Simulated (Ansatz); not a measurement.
# C₂H₆FY: how energies converge with the basis set

One table from this session's results is given with a row withheld; the runs are named, their logs left out.

The runs use Ansatz 0.2.0, Gaussian basis; one geometry, several basis sets.

The runs, in order: PBE0-D4/def2-SVP; ωB97M-V/def2-SVP; PBE0-D4/def2-QZVPP; ωB97M-V/def2-QZVPP; the functionals' def2-TZVPP values are taken from earlier runs.

1 further run of the same task is left out (for a known fault of the program).

## The geometry

All runs share one geometry, relaxed beforehand with PBE0-D4 in a triple-zeta def2 set. Y takes the def2 core potential; no spin-orbit term is included.

SMILES `[CH3][Y]([CH3])[F]`, 10 atoms, charge 0, spin multiplicity 1.

Atoms are counted from 1 here; the program's logs count them from 0.

Bond lengths: C1–Y2 2.345 Å, C1–H5 1.099 Å, C1–H6 1.100 Å, C1–H7 1.097 Å, Y2–C3 2.344 Å, Y2–F4 1.988 Å, C3–H8 1.097 Å, C3–H9 1.099 Å, C3–H10 1.100 Å. Angles: Y2–C1–H5 109.5°, Y2–C1–H6 112.8°, Y2–C1–H7 115.1°, H5–C1–H6 105.6°, H5–C1–H7 106.3°, H6–C1–H7 106.9°, C1–Y2–C3 109.7°, C1–Y2–F4 114.3°, C3–Y2–F4 114.6°, Y2–C3–H8 114.3°, Y2–C3–H9 109.8°, Y2–C3–H10 113.2°, H8–C3–H9 106.8°, H8–C3–H10 106.4°, H9–C3–H10 105.8°.

Coordinates:

```xyz
10
charge 0, multiplicity 1
C    -1.1385    1.5036    0.4539
Y    -0.4566   -0.2240   -0.9775
C     1.5353   -1.1708   -0.1831
F    -1.8842   -1.5382   -1.4101
H    -1.0885    1.1577    1.4962
H    -0.4820    2.3843    0.4018
H    -2.1637    1.8602    0.2963
H     1.5599   -2.2664   -0.2206
H     1.6906   -0.8849    0.8669
H     2.4278   -0.8215   -0.7238
```

Set-up of the first run:

in.yaml

```yaml
crystal:
  periodic: [false, false, false]
  atoms:
    - {symbol: C, position_ang: [-1.138500, 1.503622, 0.453903]}
    - {symbol: Y, position_ang: [-0.456644, -0.223980, -0.977523]}
    - {symbol: C, position_ang: [1.535307, -1.170814, -0.183100]}
    - {symbol: F, position_ang: [-1.884197, -1.538184, -1.410098]}
    - {symbol: H, position_ang: [-1.088484, 1.157687, 1.496231]}
    - {symbol: H, position_ang: [-0.482050, 2.384337, 0.401825]}
    - {symbol: H, position_ang: [-2.163745, 1.860211, 0.296336]}
    - {symbol: H, position_ang: [1.559884, -2.266425, -0.220598]}
    - {symbol: H, position_ang: [1.690600, -0.884939, 0.866860]}
    - {symbol: H, position_ang: [2.427830, -0.821524, -0.723845]}
basis:
  gaussian: {orbitals: def2-SVP}
hamiltonian: {xc: pbe0, dispersion: d4}
output: {orbitals: {seedname: orbitals}}
```

Command:

```
> ansatz run in.yaml --threads 4 --pin off --events-out ev --progress --plain --max-ram 10444MiB
```

Among the steps run: PBE0-D4 in def2-SVP; ωB97M-V in def2-SVP; PBE0-D4 in def2-QZVPP; ωB97M-V in def2-QZVPP.

One table of the session follows, with a row left open; its other results are not shown here.

It belongs to the step «Functionals by basis». 

| functional | basis | HOMO (eV) | LUMO (eV) |
| --- | --- | --- | --- |
| PBE0-D4 | def2-SVP | -6.40 | -1.88 |
| PBE0-D4 | def2-TZVPP | -6.52 | -1.94 |
| PBE0-D4 | def2-QZVPP | -6.53 | -1.94 |
| ωB97M-V | def2-SVP | -8.64 | -0.80 |
| ωB97M-V | def2-TZVPP | ? | ? |
| ωB97M-V | def2-QZVPP | -8.77 | -0.93 |

**Question.** Estimate the row for ωB97M-V, def2-TZVPP.

**Answer.** HOMO (eV): -8.77; LUMO (eV): -0.89.
